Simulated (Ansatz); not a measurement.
# VRu: the crystal squeezed far

The task here is to estimate one member of a computed series from the others.

Program: Ansatz 0.2.0. Level of theory: DFT LDA, with the methods named in each step. These are calculated values, not measurements.

### The system as given

It takes space group Pm-3m (No. 221, cubic). Conventional cell: a = 3.003 Å, b = 3.003 Å, c = 3.003 Å, α = 90.00°, β = 90.00°, γ = 90.00°. V (site symmetry m-3m) has 8 Ru at 2.60 Å as nearest neighbours. Ru (site symmetry m-3m) has 8 V at 2.60 Å as nearest neighbours.

Structure file:

```cif
data_structure
_symmetry_space_group_name_H-M 'P 1'
_symmetry_Int_Tables_number 1
_cell_length_a 3.0028
_cell_length_b 3.0028
_cell_length_c 3.0028
_cell_angle_alpha 90.000
_cell_angle_beta 90.000
_cell_angle_gamma 90.000
_cell_volume 27.08
loop_
_atom_site_label
_atom_site_type_symbol
_atom_site_fract_x
_atom_site_fract_y
_atom_site_fract_z
_atom_site_occupancy
V1 V 0.50000 0.50000 0.50000 1
Ru1 Ru 0.00000 0.00000 0.00000 1
```

Whether this phase is the stable one at these pressures isn't tested.

Atoms are numbered in the order of the input: V1, Ru2.

The first run:

input.yaml reads:

```yaml
crystal:
  lattice:
    - [3.0028316633, 0.0, 0.0]
    - [0.0, 3.0028316633, 0.0]
    - [0.0, 0.0, 3.0028316633]
  atoms:
    - { symbol: V, position: [0.5, 0.5, 0.5], spin: 1.5 }
    - { symbol: Ru, position: [0.0, 0.0, 0.0] }
magnetization:
  spin_polarized: true
kpoints:
  mp_grid: { grid: [12, 12, 12] }
  band_path:
    path:
      - [0.0, 0.0, 0.0]
      - [0.0, 0.5, 0.0]
      - [0.5, 0.5, 0.0]
      - [0.0, 0.0, 0.0]
      - [0.5, 0.5, 0.5]
      - [0.0, 0.5, 0.0]
      - [0.5, 0.5, 0.5]
      - [0.5, 0.5, 0.0]
    npoints: 14
scf:
  occupations: { method: fermi_dirac, width: 0.05 }
hamiltonian:
  xc: lda
  pseudopotentials: { kind: all_electron, lapw: { basis_error: 0.001 } }
output:
  forces: true
  stress: true
  eigenvalues: true
  populations: true
```

Launch:

```bash
ansatz run input.yaml --threads 1 --pin off --max-ram 2048MiB --backend cpu --events-out ev --progress --plain --runs-dir out
```

Steps of the session up to this table: The reference volume, LAPW; Volume scaled by 1, crystal datasets; Volume scaled by 0.9, LAPW; Volume scaled by 0.75, LAPW; Volume scaled by 0.55, LAPW; Volume scaled by 0.55, norm-conserving.

One table of the session follows, with a row left open; its other results are not shown here.

```
          method  volume over the first  volume (Å³/atom)  pressure (GPa)
            LAPW                      1            13.538          -14.18
            LAPW                    0.9            12.184           16.44
            LAPW                   0.75            10.154          112.18
            LAPW                   0.55             7.446          488.13
             PAW                      1            13.538          -14.21
             PAW                    0.9            12.184           16.37
             PAW                   0.75            10.154          111.98
             PAW                   0.55             7.446          486.44
crystal datasets                      1            13.538          -14.18
 norm-conserving                   0.55                 ?               ?
```

Q: Estimate the row for norm-conserving, 0.55 from the others.

As computed: volume (Å³/atom): 7.446; pressure (GPa): 489.27.

To keep in mind: Rows by PAW come from runs of the same series that aren't printed here. Warnings in the runs' records: seeded moment not kept, gradients without spin orbit, crystal datasets made.
